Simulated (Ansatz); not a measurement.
# C₂H₅BF radical: basis-set convergence

The task here is to estimate one member of a computed series from the others.

Program: Ansatz 0.2.0, Gaussian basis. Level of theory: one geometry, several basis sets. These are calculated values, not measurements.

The runs, in order: PBE0-D4/def2-SVP; ωB97M-V/def2-SVP; PBE0-D4/def2-QZVPP; ωB97M-V/def2-QZVPP; the functionals' def2-TZVPP values are taken from earlier runs.

## The relaxed structure

The geometry comes from an earlier relaxation with PBE0-D4 in a triple-zeta def2 set; it is a stationary point, not always the lowest conformer.

SMILES `[CH2]B(C)F`, 9 atoms, charge 0, spin multiplicity 2.

Atoms are counted from 1 here; the program's logs count them from 0.

Bond lengths: C1–B2 1.535 Å, C1–H5 1.086 Å, C1–H6 1.085 Å, B2–C3 1.563 Å, B2–F4 1.342 Å, C3–H7 1.091 Å, C3–H8 1.096 Å, C3–H9 1.095 Å. Angles: B2–C1–H5 122.2°, B2–C1–H6 122.7°, H5–C1–H6 115.1°, C1–B2–C3 125.8°, C1–B2–F4 116.8°, C3–B2–F4 117.4°, B2–C3–H7 114.0°, B2–C3–H8 109.9°, B2–C3–H9 110.2°, H7–C3–H8 108.3°, H7–C3–H9 108.5°, H8–C3–H9 105.7°.

As a file:

```
atom     x (Å)     y (Å)     z (Å)
  C1  -0.60448   1.14550  -0.83375
  B2   0.20174  -0.11537  -0.49218
  C3   0.32412  -0.76542   0.92393
  F4   0.85908  -0.70540  -1.50231
  H5  -0.64796   1.55031  -1.84098
  H6  -1.17131   1.69805  -0.09121
  H7  -0.25023  -0.25385   1.69702
  H8   1.37487  -0.78802   1.23442
  H9   0.00278  -1.81211   0.88795
```

The first run:

Contents of in.yaml:

```yaml
crystal:
  periodic: [false, false, false]
  atoms:
    - {symbol: C, position_ang: [-0.604479, 1.145499, -0.833749]}
    - {symbol: B, position_ang: [0.201742, -0.115374, -0.492177]}
    - {symbol: C, position_ang: [0.324116, -0.765418, 0.923930]}
    - {symbol: F, position_ang: [0.859077, -0.705397, -1.502308]}
    - {symbol: H, position_ang: [-0.647960, 1.550309, -1.840976]}
    - {symbol: H, position_ang: [-1.171313, 1.698053, -0.091209]}
    - {symbol: H, position_ang: [-0.250231, -0.253848, 1.697020]}
    - {symbol: H, position_ang: [1.374865, -0.788019, 1.234420]}
    - {symbol: H, position_ang: [0.002781, -1.812107, 0.887951]}
basis:
  gaussian: {orbitals: def2-SVP}
magnetization: {spin_polarized: true, initial_magnetization: 1}
hamiltonian: {xc: pbe0, dispersion: d4}
output: {orbitals: {seedname: orbitals}}
```

On the command line:

```
$ ansatz run in.yaml --threads 4 --pin off --events-out ev --progress --plain --max-ram 10444MiB
```

Among the steps run: PBE0-D4 in def2-SVP; ωB97M-V in def2-SVP; PBE0-D4 in def2-QZVPP; ωB97M-V in def2-QZVPP.

One table of the session follows, with a row left open; its other results are not shown here.

It belongs to the step «Density functionals: the series». 

```
functional       basis  HOMO (eV)  LUMO (eV)
   PBE0-D4    def2-SVP      -7.56      -2.97
   PBE0-D4  def2-TZVPP      -7.64      -3.11
   PBE0-D4  def2-QZVPP      -7.65      -3.14
   ωB97M-V    def2-SVP      -9.60      -0.91
   ωB97M-V  def2-TZVPP      -9.68      -1.18
   ωB97M-V  def2-QZVPP          ?          ?
```

**Question.** Estimate the row for ωB97M-V, def2-QZVPP.

The run gave: HOMO (eV): -9.69; LUMO (eV): -1.24. In the column «HOMO (eV)» it is the lowest.
